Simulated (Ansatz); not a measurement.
# Si62C: the cost of one run

All numbers below are computed with Ansatz 0.2.0 (DFT PBE+D3(BJ), plane waves, PAW, scalar-relativistic, no spin polarisation).

### Step 1. The starting structure

The cell holds 63 atoms (CSi62): a = 10.860 Å, b = 10.860 Å, c = 10.860 Å, α = 90.00°, β = 90.00°, γ = 90.00°.

The coordinates stand in the first input below.

### Step 2. Relaxing end A

Contents of input.yaml:

```yaml
crystal:
  lattice:
    - [10.86, 0.0, 0.0]
    - [0.0, 10.86, 0.0]
    - [0.0, 0.0, 10.86]
  atoms:
    - { symbol: Si, position: [0.498805, -0.0015163, -0.0003681] }
    - { symbol: Si, position: [0.6305361, 0.1235859, 0.1268534] }
    - { symbol: Si, position: [0.7501647, 0.2522079, 0.0028143] }
    - { symbol: Si, position: [0.8761033, 0.3794146, 0.1296486] }
    - { symbol: Si, position: [0.7499177, -0.0007136, 0.2490761] }
    - { symbol: Si, position: [0.8738207, 0.127419, 0.3762292] }
    - { symbol: Si, position: [7.3e-05, 0.0003277, -0.0053441] }
    - { symbol: Si, position: [0.1297005, 0.1274835, 0.1228577] }
    - { symbol: Si, position: [0.2530061, 0.2517814, 0.0005282] }
    - { symbol: Si, position: [0.3779001, 0.372465, 0.1253514] }
    - { symbol: Si, position: [0.4994823, 0.5020756, 0.0018173] }
    - { symbol: Si, position: [0.6228924, 0.626805, 0.1284046] }
    - { symbol: C, position: [0.7489723, 0.7501499, 0.0013442] }
    - { symbol: Si, position: [0.8728787, 0.8763263, 0.1269498] }
    - { symbol: Si, position: [0.2465491, 0.0017765, 0.2458481] }
    - { symbol: Si, position: [0.3758271, 0.1241518, 0.3819716] }
    - { symbol: Si, position: [0.5004563, 0.2542568, 0.2478095] }
    - { symbol: Si, position: [0.6260033, 0.3744658, 0.3730297] }
    - { symbol: Si, position: [0.7495631, 0.5009927, 0.249713] }
    - { symbol: Si, position: [0.8728154, 0.6259908, 0.3751851] }
    - { symbol: Si, position: [0.5005169, -0.0010561, 0.4965298] }
    - { symbol: Si, position: [0.6205033, 0.1242186, 0.628204] }
    - { symbol: Si, position: [0.7479052, 0.2498251, 0.4992221] }
    - { symbol: Si, position: [0.8711901, 0.3722881, 0.6202192] }
    - { symbol: Si, position: [0.7507077, 0.0058752, 0.7483415] }
    - { symbol: Si, position: [0.878832, 0.1275682, 0.877429] }
    - { symbol: Si, position: [0.0020974, 0.5013336, 0.002303] }
    - { symbol: Si, position: [0.1253927, 0.622163, 0.1244341] }
    - { symbol: Si, position: [0.2511843, 0.749018, -0.0004706] }
    - { symbol: Si, position: [0.3749186, 0.8699917, 0.1230192] }
    - { symbol: Si, position: [0.0003187, 0.2474206, 0.2480262] }
    - { symbol: Si, position: [0.1251119, 0.3821854, 0.3763616] }
    - { symbol: Si, position: [0.2553854, 0.4975244, 0.2479057] }
    - { symbol: Si, position: [0.3754658, 0.6243638, 0.3807439] }
    - { symbol: Si, position: [0.5004284, 0.7473607, 0.2443766] }
    - { symbol: Si, position: [0.6315172, 0.8757829, 0.3755571] }
    - { symbol: Si, position: [-0.0025406, 0.0018286, 0.4961038] }
    - { symbol: Si, position: [0.1234879, 0.1262065, 0.6266605] }
    - { symbol: Si, position: [0.2540798, 0.2527788, 0.5007608] }
    - { symbol: Si, position: [0.3775811, 0.3763749, 0.6238732] }
    - { symbol: Si, position: [0.496588, 0.4988476, 0.4970186] }
    - { symbol: Si, position: [0.626262, 0.6247831, 0.624049] }
    - { symbol: Si, position: [0.7527832, 0.7463469, 0.5040692] }
    - { symbol: Si, position: [0.8773501, 0.8731272, 0.6254999] }
    - { symbol: Si, position: [0.2478863, -0.0004907, 0.7487151] }
    - { symbol: Si, position: [0.3750355, 0.1284866, 0.8756898] }
    - { symbol: Si, position: [0.4976762, 0.2478487, 0.7499502] }
    - { symbol: Si, position: [0.6247545, 0.3736882, 0.8742631] }
    - { symbol: Si, position: [0.7482159, 0.5002185, 0.7507433] }
    - { symbol: Si, position: [-0.0032735, 0.754006, 0.2508137] }
    - { symbol: Si, position: [0.1261171, 0.8783952, 0.366419] }
    - { symbol: Si, position: [0.005851, 0.4971467, 0.5001901] }
    - { symbol: Si, position: [0.1189456, 0.6306615, 0.6302515] }
    - { symbol: Si, position: [0.2512084, 0.7496682, 0.4996716] }
    - { symbol: Si, position: [0.37124, 0.8730766, 0.6297707] }
    - { symbol: Si, position: [-0.0021876, 0.2477622, 0.745496] }
    - { symbol: Si, position: [0.1219041, 0.3747031, 0.8766334] }
    - { symbol: Si, position: [0.2478378, 0.4990813, 0.7486532] }
    - { symbol: Si, position: [0.3794906, 0.6259147, 0.8725808] }
    - { symbol: Si, position: [0.505076, 0.7501096, 0.7472011] }
    - { symbol: Si, position: [0.6249666, 0.8746191, 0.8753987] }
    - { symbol: Si, position: [0.0009445, 0.7511422, 0.7532491] }
    - { symbol: Si, position: [0.1239734, 0.8740341, 0.872852] }
basis:
  ecutwfc: 420.0
kpoints:
  mp_grid: { grid: [1, 1, 1] }
hamiltonian:
  xc: pbe
  dispersion: d3bj
  pseudopotentials: { kind: paw, azcp: { folder: soft_1 } }
scf:
  occupations: { method: gaussian, width: 0.02 }
  lower_state_search: "off"
relax:
  f_tol: 0.03
  max_steps: 60
  adjacent_minimum: "off"
```

Launch:

```bash
$ ansatz run input.yaml --threads 4 --pin off --max-ram 10240MiB --backend cpu --events-out ev --progress --plain --runs-dir out
```

Q: Estimate wall time and peak memory on 4 threads of Arm Neoverse V2, shared host.

About 28 s, with a peak of 1.1 GiB.
